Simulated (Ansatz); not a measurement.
# MgHgSe2: the cost of one run

The runs shown are made with Ansatz 0.2.0. PAW datasets, plane waves. Simulation only: spin-unpolarised, and no claim that this is the phase found in nature.

### 1 The system as given

The unstrained cell was relaxed with r2SCAN; in each strained cell the atoms were relaxed again with r2SCAN. Names of k-points are those of the unstrained zone, where strain can split equivalent points. First state: +4.2 % equal strain in all directions.

The symmetry is P-4m2 (No. 115, tetragonal); conventional cell a = 4.495 Å, c = 6.237 Å, 31.50 Å³ an atom. Mg has 4 Se at 2.69 Å; Se has 2 Mg at 2.69 Å and 2 Hg at 2.78 Å; Hg has 4 Se at 2.78 Å.

As a file:

Space group P-4m2 (No. 115). a = 4.495 Å, b = 4.495 Å, c = 6.237 Å, α = 90.00°, β = 90.00°, γ = 90.00°
```tsv
atom	site	symmetry	x	y	z
Mg	1a	-4m2	0.0000	0.0000	0.0000
Se	2g	2mm.	0.0000	0.5000	0.2374
Hg	1c	-4m2	0.5000	0.5000	0.5000
```

### 2 +4.2 % equal strain in all directions: PBE

The input, input.yaml:

```yaml
crystal:
  lattice:
    - [4.4950432377, 0.0, 0.0]
    - [0.0, 4.4950432377, 0.0]
    - [0.0, 0.0, 6.2368366225]
  atoms:
    - { symbol: Mg, position: [0.0, 0.0, 0.0] }
    - { symbol: Se, position: [0.0, 0.5, 0.2373997334] }
    - { symbol: Hg, position: [0.5, 0.5, 0.5] }
    - { symbol: Se, position: [0.5, 0.0, 0.7626002666] }
kpoints:
  mp_grid: { grid: [6, 6, 4] }
  band_path:
    path:
      - [0.0, 0.0, 0.0]
      - [0.0, 0.5, 0.0]
      - [0.5, 0.5, 0.0]
      - [0.0, 0.0, 0.5]
      - [0.0, 0.5, 0.5]
      - [0.5, 0.5, 0.5]
    npoints: 1
hamiltonian:
  xc: pbe
scf:
  occupations: { method: fermi_dirac, width: 0.02 }
  n_extra_bands: 5
output:
  forces: true
  stress: true
  eigenvalues: true
```

On the command line:

```bash
$ ansatz run input.yaml --threads 4 --pin off --max-ram 3686MiB --backend cpu --events-out ev --progress --plain --runs-dir out
```

**Question.** How long does this run take on 4 threads of Arm Neoverse V1, shared host, and how much memory does it need?

About 3.9 s, with a peak of 0.46 GiB.
